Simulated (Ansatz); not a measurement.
# CH4GaNSi: up Jacob's ladder to CCSD(T)

The task here is to estimate one member of a computed series from the others.

Program: Ansatz 0.2.0, Gaussian basis. Level of theory: functionals in def2-TZVPP, the program's frozen cores in correlated methods. These are calculated values, not measurements.

Plan: LDA (SPW92), PBE-D4, revPBE-D4, BLYP-D4, r2SCAN-D4, B97M-V, PBE0-D4, B3LYP-D4, r2SCANh-D4, r2SCAN0-D4, HSE06-D4, BHLYP-D4, CAM-B3LYP-D4, LC-ωPBE, ωB97X-V, ωB97M-V, B2PLYP, PBE-QIDH; CCSD(T)/def2-SVP; CCSD(T)/def2-TZVPP; MP2/def2-QZVPP; extrapolation to the limit; RPA on PBE.

## The relaxed structure

An earlier PBE0-D4 in a triple-zeta def2 set relaxation fixed the geometry.

8 atoms, charge 0, spin multiplicity 1.

Atoms are counted from 1 here; the program's logs count them from 0.

Bond lengths: N1–C2 1.153 Å, C2–Si3 1.851 Å, Si3–Ga4 2.422 Å, Si3–H5 1.486 Å, Si3–H6 1.486 Å, Ga4–H7 1.569 Å, Ga4–H8 1.564 Å. Angles: N1–C2–Si3 177.3°, C2–Si3–Ga4 110.6°, C2–Si3–H5 105.9°, C2–Si3–H6 105.9°, Ga4–Si3–H5 112.7°, Ga4–Si3–H6 112.7°, H5–Si3–H6 108.6°, Si3–Ga4–H7 117.7°, Si3–Ga4–H8 120.9°, H7–Ga4–H8 121.4°.

The first run:

Input file in.yaml:

```yaml
crystal:
  periodic: [false, false, false]
  atoms:
    - {symbol: N, position_ang: [1.929363, -0.823633, 2.138239]}
    - {symbol: C, position_ang: [1.359986, -0.194081, 1.358410]}
    - {symbol: Si, position_ang: [0.399321, 0.745824, 0.086129]}
    - {symbol: Ga, position_ang: [-1.274364, -0.673693, -0.938560]}
    - {symbol: H, position_ang: [1.400236, 1.248475, -0.890524]}
    - {symbol: H, position_ang: [-0.193115, 1.907507, 0.798829]}
    - {symbol: H, position_ang: [-2.188447, -0.041924, -2.045724]}
    - {symbol: H, position_ang: [-1.432971, -2.168476, -0.506799]}
basis:
  gaussian: {orbitals: def2-TZVPP}
hamiltonian: {xc: lda}
output: {orbitals: {seedname: orbitals}}
```

The run is started by

```console
$ ansatz run in.yaml --threads 2 --pin off --events-out ev --progress --plain --max-ram 4352MiB
```

Steps of the session up to this table: LDA; PBE-D4 (GGA); revPBE-D4 (GGA); BLYP-D4 (GGA); r2SCAN-D4 (meta-GGA); B97M-V (meta-GGA); PBE0-D4 (hybrid); B3LYP-D4 (hybrid); r2SCANh-D4 (hybrid); r2SCAN0-D4 (hybrid); HSE06-D4 (hybrid); BHLYP-D4 (hybrid); CAM-B3LYP-D4 (range-separated); LC-ωPBE (range-separated); ωB97X-V (range-separated); ωB97M-V (range-separated); B2PLYP (double hybrid); PBE-QIDH (double hybrid).

One table of the session follows, with a row left open; its other results are not shown here.

It belongs to the step «Orbital energies across the functionals». 

```
  functional  HOMO (eV)  LUMO (eV)  gap (eV)
 LDA (SPW92)      -7.21      -3.72      3.49
      PBE-D4      -7.09      -3.46      3.63
   revPBE-D4      -7.04      -3.34      3.70
     BLYP-D4      -6.95      -3.39      3.56
   r2SCAN-D4      -7.35      -3.24      4.11
      B97M-V      -7.41      -3.44      3.97
     PBE0-D4      -8.18      -2.66      5.52
    B3LYP-D4      -7.98      -2.92      5.06
  r2SCANh-D4      -7.75      -2.96      4.79
  r2SCAN0-D4      -8.34      -2.54      5.80
    HSE06-D4      -7.78      -3.03      4.76
    BHLYP-D4      -9.16      -1.89      7.27
CAM-B3LYP-D4      -9.43      -1.73      7.70
     LC-ωPBE     -10.73      -0.55     10.19
     ωB97X-V          ?          ?         ?
     ωB97M-V     -10.18      -0.91      9.27
```

Q: Estimate the row for ωB97X-V from the others.

As computed: HOMO (eV): -10.39; LUMO (eV): -0.69; gap (eV): 9.70. In the column «HOMO (eV)» it lies between LC-ωPBE (-10.73) and ωB97M-V (-10.18).
